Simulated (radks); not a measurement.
**Ionising rhodium step by step, Rh²³⁺ to Rh⁴⁴⁺**

An exercise on one series of results from a longer session: the logs are not shown, and one member is left open.

Method: non-relativistic Kohn-Sham, PBE, spin-polarised, spherical densities, point nucleus; open shells are filled with parallel spins first. Code: radks (a radial shooting solver on a logarithmic mesh, Libxc functionals) version 1.

## What is computed

* element: rhodium (Z = 45)
* charges: 23 to 44
* first configuration: [Ar] 3d4
* last configuration: 1s1

The outer shells:

Rh²³⁺
```
[Ar] core
3d [↑ ][↑ ][↑ ][↑ ][  ]
```

Rh⁴⁴⁺
```
1s [↑ ]
```

Set-up of the first run:

The run's settings:

```text
Z 45
configuration [Ar] 3d4
relativity non-relativistic
functional pbe,pbe
spin polarised
nucleus point
```

Steps of the session up to this table: Rh²³⁺, [Ar] 3d4.

One table of the session follows, with a row left open; its other results are not shown here.

It belongs to the step «Rh²³⁺, [Ar] 3d4». Sizes of the orbitals, from the radial functions (bohr):

```
  level     <r>  outermost maximum (interpolated)  90 % within  nodes
  2p up  0.1254                            0.0978        0.203      0
2p down  0.1251                            0.0976        0.203      0
  3s up  0.3759                             0.348        0.547      2
3s down       ?                                 ?            ?      ?
  3p up  0.3636                             0.333        0.540      1
3p down  0.3653                             0.334        0.543      1
  3d up  0.3259                             0.269        0.503      0
3d down  0.3279                             0.271        0.507      0
```

**Question.** Estimate the row for 3s down.

**Answer.** <r>: 0.3773; outermost maximum (interpolated): 0.349; 90 % within: 0.549; nodes: 2. In the column «<r>» it is the highest.

Caveats from the session: Relativity is left out here, which matters for elements this heavy. Open shells are spherical and high-spin; term and fine-structure splittings are not resolved.
